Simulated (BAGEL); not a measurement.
# GaNH3F (SMILES [NH2][GaH][F]) at PBE0/aug-cc-pVDZ (density fitting with qzvpp-jkfit)

What is the energy change on altering one bond length of GaNH3F at PBE0/aug-cc-pVDZ (density fitting with qzvpp-jkfit)? 

Program for the calculation: BAGEL 1.2.2.

2 further runs of the same task are left out: 1 that didn't finish, 1 set aside as unsound or not needed.

## Step 1: The structure to begin with

The species is GaNH3F (6 atoms), meant as a singlet with charge 0. As SMILES, `[NH2][GaH][F]`. Geometry: a GFN2-xTB relaxation, a rough one for these elements and not checked as a minimum.

Bond lengths: N1–Ga2 1.821 Å, Ga2–F3 1.739 Å, N1–H4 1.012 Å, N1–H5 1.016 Å, Ga2–H6 1.519 Å. Angles: N1–Ga2–F3 113.9°, N1–Ga2–H6 131.7°, F3–Ga2–H6 114.2°, Ga2–N1–H4 124.3°, Ga2–N1–H5 116.8°, H4–N1–H5 109.3°.

## Step 2: The energy at PBE0/aug-cc-pVDZ (density fitting with qzvpp-jkfit)

File input.json:

```json
{ "bagel" : [

{
  "title" : "molecule",
  "basis" : "aug-cc-pvdz.json",
  "df_basis" : "qzvpp-jkfit",
  "angstrom" : "true",
  "geometry" : [
    { "atom" : "N", "xyz" : [   -0.697790,    0.231100,   -0.723710 ] },
    { "atom" : "Ga", "xyz" : [    0.403260,   -0.094600,    0.689280 ] },
    { "atom" : "F", "xyz" : [    1.149290,   -1.664870,    0.653660 ] },
    { "atom" : "H", "xyz" : [   -1.011610,    1.151980,   -1.000660 ] },
    { "atom" : "H", "xyz" : [   -0.562460,   -0.341490,   -1.551780 ] },
    { "atom" : "H", "xyz" : [    0.719320,    0.717880,    1.933200 ] }
  ]
},
{ "title" : "ks", "xc_func" : "pbe0" },
{ "title" : "print", "file" : "orbitals.molden", "orbitals" : "true" }

]}
```

The basis set aug-cc-pVDZ is read from a file made from the Basis Set Exchange's data (not shown).

Started as:

```
$ BAGEL_NUM_THREADS=1 BAGEL input.json > input.out
```

Output:

```text
* using 1 threads per process

  ===============================================================
  ===============================================================

  *** Geometry ***

  { "atom" : "N", "xyz" : [     -1.318632,      0.436716,     -1.367614 ] },
  { "atom" : "Ga", "xyz" : [      0.762051,     -0.178768,      1.302550 ] },
  { "atom" : "F", "xyz" : [      2.171843,     -3.146148,      1.235238 ] },
  { "atom" : "H", "xyz" : [     -1.911666,      2.176927,     -1.890973 ] },
  { "atom" : "H", "xyz" : [     -1.062895,     -0.645323,     -2.932439 ] },
  { "atom" : "H", "xyz" : [      1.359318,      1.356597,      3.653219 ] },

  Number of auxiliary basis functions:      474

  Since a DF basis is specified, we compute 2- and 3-index integrals:
    o Being stored without compression. Storage requirement is 0.045 GB

  Number of basis functions:      109
  Number of electrons      :       50

    * METHOD: MOLECULE                             0.77

  *** Kohn-Sham DFT ***

    * Removing 9223 points whose weight is below 1.00e-10
    * Grid points: 80213

  === Nuclear Repulsion ===
   196.7470133965

       - DIIS with orbital gradients will be used.

  === KS iteration (pbe0 / aug-cc-pvdz.json) ===
      0      -2057.79363445          0.07581338           0.93
      1      -1938.21824846          0.20323375           1.00
      2      -2043.65320643          0.12633315           0.92
      3      -2061.65200636          0.11704559           1.08
      4      -2070.54223680          0.10039929           0.93
      5      -2080.19355657          0.02716523           0.95
      6      -2079.89733859          0.04289472           0.96
      7      -2080.84565989          0.00727828           0.96
      8      -2080.88528640          0.00191450           0.87
      9      -2080.88769844          0.00041334           0.83
     10      -2080.88781020          0.00008100           0.78
     11      -2080.88781399          0.00001550           0.80
     12      -2080.88781408          0.00000534           0.83
     13      -2080.88781410          0.00000281           0.83
     14      -2080.88781410          0.00000024           0.77
     15      -2080.88781410          0.00000013           0.71
     16      -2080.88781410          0.00000008           0.90
     17      -2080.88781410          0.00000002           0.76
     18      -2080.88781410          0.00000000           0.76
    * SCF iteration converged.

    * Permanent dipole moment:
           (    0.327826,    -0.969014,     0.341155) a.u.

    * METHOD: KS                                  17.97

    * METHOD: PRINT                                0.03

  ===============================================================
```

It took 20 s on 1 thread of Intel Xeon at 2.50GHz (Skylake/Cascade Lake), shared host; peak memory 0.42 GiB.

## Step 3: The distorted shape at the same level

File dft.json:

```json
{ "bagel" : [

{
  "title" : "molecule",
  "basis" : "aug-cc-pvdz.json",
  "df_basis" : "qzvpp-jkfit",
  "angstrom" : true,
  "geometry" : [
    { "atom" : "N", "xyz" : [      -0.792609,      -0.012645,      -1.096888 ] },
    { "atom" : "Ga", "xyz" : [       0.308441,      -0.338345,       0.316102 ] },
    { "atom" : "F", "xyz" : [       1.054471,      -1.908615,       0.280482 ] },
    { "atom" : "H", "xyz" : [      -1.106429,       0.908235,      -1.373838 ] },
    { "atom" : "H", "xyz" : [      -0.657279,      -0.585235,      -1.924958 ] },
    { "atom" : "H", "xyz" : [       0.719320,       0.717880,       1.933200 ] }
  ]
},

{ "title" : "ks", "xc_func" : "pbe0" },

{ "title" : "print", "file" : "orbitals.molden", "orbitals" : true }

]}
```

The basis set aug-cc-pVDZ is read from a file made from the Basis Set Exchange's data (not shown).

Started as:

```
$ BAGEL_NUM_THREADS=1 BAGEL dft.json > dft.out
```

Output:

```text
* using 1 threads per process

  ===============================================================
  ===============================================================

  *** Geometry ***

  { "atom" : "N", "xyz" : [     -1.497814,     -0.023896,     -2.072818 ] },
  { "atom" : "Ga", "xyz" : [      0.582869,     -0.639379,      0.597346 ] },
  { "atom" : "F", "xyz" : [      1.992661,     -3.606760,      0.530034 ] },
  { "atom" : "H", "xyz" : [     -2.090848,      1.716315,     -2.596178 ] },
  { "atom" : "H", "xyz" : [     -1.242077,     -1.105934,     -3.637643 ] },
  { "atom" : "H", "xyz" : [      1.359318,      1.356597,      3.653219 ] },

  Number of auxiliary basis functions:      474

  Since a DF basis is specified, we compute 2- and 3-index integrals:
    o Being stored without compression. Storage requirement is 0.045 GB

  Number of basis functions:      109
  Number of electrons      :       50

    * METHOD: MOLECULE                             0.70

  *** Kohn-Sham DFT ***

    * Removing 8901 points whose weight is below 1.00e-10
    * Grid points: 80535

  === Nuclear Repulsion ===
   193.8683102143

       - DIIS with orbital gradients will be used.

  === KS iteration (pbe0 / aug-cc-pvdz.json) ===
      0      -2058.04532059          0.07555238           0.87
      1      -1939.46057362          0.19699878           0.86
      2      -2043.42445962          0.12298814           0.91
      3      -2055.23535051          0.17891240           0.81
      4      -2079.88934510          0.03563703           0.82
      5      -2078.75957838          0.06401798           0.73
      6      -2080.83318036          0.00601689           0.85
      7      -2080.85329892          0.00230469           0.94
      8      -2080.85672071          0.00108267           0.94
      9      -2080.85759439          0.00039805           0.85
     10      -2080.85767125          0.00006516           0.94
     11      -2080.85767399          0.00000813           1.03
     12      -2080.85767404          0.00000286           0.87
     13      -2080.85767405          0.00000060           0.88
     14      -2080.85767405          0.00000019           0.78
     15      -2080.85767405          0.00000010           0.75
     16      -2080.85767405          0.00000003           0.84
     17      -2080.85767405          0.00000001           0.88
    * SCF iteration converged.

    * Permanent dipole moment:
           (    0.388489,    -0.826539,     0.554742) a.u.

    * METHOD: KS                                  16.96

    * METHOD: PRINT                                0.03

  ===============================================================
```

Wall time 18 s (1 thread of Intel Xeon at 2.50GHz (Skylake/Cascade Lake), shared host); peak memory 0.43 GiB.

## Step 4: Results

Level: PBE0/aug-cc-pVDZ (density fitting with qzvpp-jkfit).

| quantity | value |
| --- | --- |
| first shape: total energy | -2080.88781 Eh |
| first shape: dipole moment | 2.74 D |
| first shape: HOMO energy | -7.86 eV |
| first shape: LUMO energy | -0.76 eV |
| first shape: HOMO–LUMO gap | 7.11 eV |
| distorted shape: total energy | -2080.85767 Eh |
| distorted shape: dipole moment | 2.72 D |
| distorted shape: HOMO energy | -8.03 eV |
| distorted shape: LUMO energy | -1.40 eV |
| distorted shape: HOMO–LUMO gap | 6.63 eV |
| energy change with the Ga2–H6 bond stretched from 1.519 to 1.975 Å | 0.820 eV |

What this shows: With the Ga2–H6 bond stretched from 1.519 to 1.975 Å the energy rises by 0.82 eV (79.1 kJ/mol). The first shape isn't relaxed at this level, so the change isn't measured from a minimum.
